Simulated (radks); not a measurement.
# Kr²⁹⁺ in [He] 2s2 2p3: an all-electron calculation

One table from this session's results is given with a row withheld; the runs are named, their logs left out.

Program: radks (a radial shooting solver on a logarithmic mesh, Libxc functionals) version 1. Level of theory: scalar-relativistic Kohn-Sham, PBE, spin-polarised, spherical densities, point nucleus; open shells are filled with parallel spins first. These are calculated values, not measurements, unless marked.

### What is computed

| Item | Value |
| --- | --- |
| element | krypton (Z = 36) |
| charge | +29 |
| electrons | 7 |
| configuration | [He] 2s2 2p3 |

The outer shells:

Kr²⁹⁺
```
[He] core
2s [↑↓]
2p [↑ ][↑ ][↑ ]
```

Set-up of the first run:

Input:

```text
Z 36
configuration [He] 2s2 2p3
relativity scalar-relativistic
functional pbe,pbe
spin polarised
nucleus point
c 137.035999084
```

Started as:

```bash
$ python run_ks.py task.json out
```

This one command runs every case of the session in turn.

Steps of the session up to this table: Self-consistent calculation.

One of the session's tables, all rows but one given; the rest of the session is left out.

It belongs to the step «Orbitals and density». From the orbitals of this run (lengths in bohr):

```
  level      <r>  outermost maximum (interpolated)  90 % within
  1s up  0.04139                            0.0271       0.0740
1s down  0.04133                            0.0270       0.0739
  2s up   0.1744                             0.150        0.267
2s down        ?                                 ?            ?
  2p up   0.1502                             0.118        0.242
2p down   0.1511                             0.119        0.244
```

Q: Estimate the row for 2s down from the others.

The run gave: <r>: 0.1753; outermost maximum (interpolated): 0.150; 90 % within: 0.269. In the column «<r>» it is the highest.

Limits of these values: Open shells are spherical and high-spin; term and fine-structure splittings are not resolved.
